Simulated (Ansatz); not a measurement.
I need harmonic frequencies at the relaxed geometry of CH₄GeOTe, SMILES [TeH][CH]1[O][GeH2]1. Use the Python package of Ansatz (0.2.0). Level of theory (for the species named): PBE0, def2-SVP basis, multiplicity 1.

```yaml
atoms:
  - { symbol: Te, position_ang: [-1.6815, 1.3147, -0.4821] }
  - { symbol: C, position_ang: [0.0917, 0.6837, 0.4007] }
  - { symbol: O, position_ang: [-0.1650, -0.1338, 1.4393] }
  - { symbol: Ge, position_ang: [0.5387, -1.1558, 0.0400] }
  - { symbol: H, position_ang: [-0.8905, 1.6417, -2.0040] }
  - { symbol: H, position_ang: [0.9767, 1.3587, 0.5515] }
  - { symbol: H, position_ang: [1.8921, -1.7133, 0.4198] }
  - { symbol: H, position_ang: [-0.6701, -2.0531, -0.4209] }
```

The script, `ch4geote_freq.py`:
```python
# -*- coding: utf-8 -*-
"""Vibrations and zero-point energy of CH4GeOTe."""

import itertools
import warnings

import ansatz as az
from ase import Atoms
from ase.data import atomic_numbers, covalent_radii
import numpy as np

warnings.simplefilter("ignore", az.DeckWarning)

atoms = Atoms(["Te", "C", "O", "Ge", "H", "H", "H", "H"], positions=[
    (-1.6815, 1.3147, -0.4821),
    (0.0917, 0.6837, 0.4007),
    (-0.165, -0.1338, 1.4393),
    (0.5387, -1.1558, 0.04),
    (-0.8905, 1.6417, -2.004),
    (0.9767, 1.3587, 0.5515),
    (1.8921, -1.7133, 0.4198),
    (-0.6701, -2.0531, -0.4209),
])
system = az.Crystal.molecule_from_ase(atoms)

calc = system.calculation().basis(gaussian="def2-SVP").functional("pbe0")
symbols = [site.symbol for site in system.cartesian_sites]
start = np.array([site.position_ang for site in system.cartesian_sites], dtype=float)
rep = calc.relax(force_tolerance=0.003).run(threads=1, pin="off").report
end = np.array(rep["positions_ang"])

# pairs closer than 1.2 times the sum of covalent radii, before or after
radius = [covalent_radii[atomic_numbers[s]] for s in symbols]
span = lambda where, i, j: np.linalg.norm(where[i] - where[j])
bonded = [(i, j) for i, j in itertools.combinations(range(len(symbols)), 2) if min(span(start, i, j), span(end, i, j)) < 1.2 * (radius[i] + radius[j])]
print("pair        before    after (A)")
for i, j in bonded:
    print(f"{symbols[i]}{i}-{symbols[j]}{j}".ljust(10), f"{span(start, i, j):8.4f} {span(end, i, j):8.4f}")

# frequencies need a stationary point, so they are taken at the relaxed geometry
minimum = az.Crystal.molecule()
for symbol, place in zip(symbols, end):
    minimum = minimum.atom(symbol, place.tolist())
vibrating = (
    minimum.calculation()
    .basis(gaussian="def2-SVP")
    .functional("pbe0")
    .phonons(temperatures=(100, 500, 100))
)
vib = vibrating.run(threads=1, pin="off").report["vibrations"]
sums = vib["harmonic_sums"]
modes = [m["omega_inv_cm"] for m in sums["modes_at_gamma"] if m["rigid_motion"] == "no"]
for number, w in enumerate(modes, start=1):
    print(f"mode {number:2d} {w:9.1f} 1/cm {w / 8065.544 * 1000:8.2f} meV")
print("imaginary modes:", sum(w < 0 for w in modes), " zero-point energy:", round(sums["zero_point_energy_ev"], 4), "eV")
print("T (K)   F_vib (eV)   S_vib (meV/K)   C_vib (meV/K)")
for row in zip(sums["temperatures_k"], sums["vibrational_free_energy_ev"], vib["entropy_ev_per_k"], vib["heat_capacity_ev_per_k"]):
    print(f"{row[0]:6.1f} {row[1]:11.4f} {1000 * row[2]:13.4f} {1000 * row[3]:15.4f}")

# all hydrogen replaced by deuterium
heavier = vibrating.phonons(masses={"H": 2.014102}).run(threads=1, pin="off").report["vibrations"]["harmonic_sums"]
print("deuterated (1/cm):", " ".join(f"{m['omega_inv_cm']:.0f}" for m in heavier["modes_at_gamma"] if m["rigid_motion"] == "no"))
print("zero-point energy falls by", round(sums["zero_point_energy_ev"] - heavier["zero_point_energy_ev"], 4), "eV")
```

```console
$ python ch4geote_freq.py
pair        before    after (A)
Te0-C1       2.0789   2.1805
Te0-H4       1.7461   1.6668
C1-O2        1.3464   1.3890
C1-Ge3       1.9271   1.9121
C1-H5        1.1232   1.1012
O2-Ge3       1.8702   1.8596
Ge3-H6       1.5122   1.5286
Ge3-H7       1.5744   1.5252
mode  1     108.6 1/cm    13.46 meV
mode  2     135.1 1/cm    16.75 meV
mode  3     221.5 1/cm    27.46 meV
mode  4     368.7 1/cm    45.71 meV
mode  5     408.5 1/cm    50.65 meV
mode  6     566.0 1/cm    70.18 meV
mode  7     590.4 1/cm    73.20 meV
mode  8     636.5 1/cm    78.91 meV
mode  9     649.2 1/cm    80.49 meV
mode 10     725.6 1/cm    89.97 meV
mode 11     839.1 1/cm   104.04 meV
mode 12    1006.0 1/cm   124.73 meV
mode 13    1107.8 1/cm   137.35 meV
mode 14    1230.3 1/cm   152.54 meV
mode 15    2141.0 1/cm   265.45 meV
mode 16    2189.8 1/cm   271.50 meV
mode 17    2224.9 1/cm   275.86 meV
mode 18    3110.7 1/cm   385.68 meV
imaginary modes: 0  zero-point energy: 1.132 eV
T (K)   F_vib (eV)   S_vib (meV/K)   C_vib (meV/K)
 100.0      1.1282        0.1177          0.1987
 200.0      1.1061        0.3276          0.4365
 300.0      1.0623        0.5468          0.6503
 400.0      0.9970        0.7570          0.8103
 500.0      0.9115        0.9512          0.9296
deuterated (1/cm): 89 116 206 289 330 428 449 552 575 599 626 825 924 1099 1521 1555 1589 2292
zero-point energy falls by 0.2602 eV
```

The frequencies are harmonic and unscaled, in a modest basis. def2 sets replace the cores of elements past krypton by effective core potentials. Wall time of the script: 9.4 min on 1 thread of Arm Neoverse V1, on a shared host, peak memory 0.35 GiB.
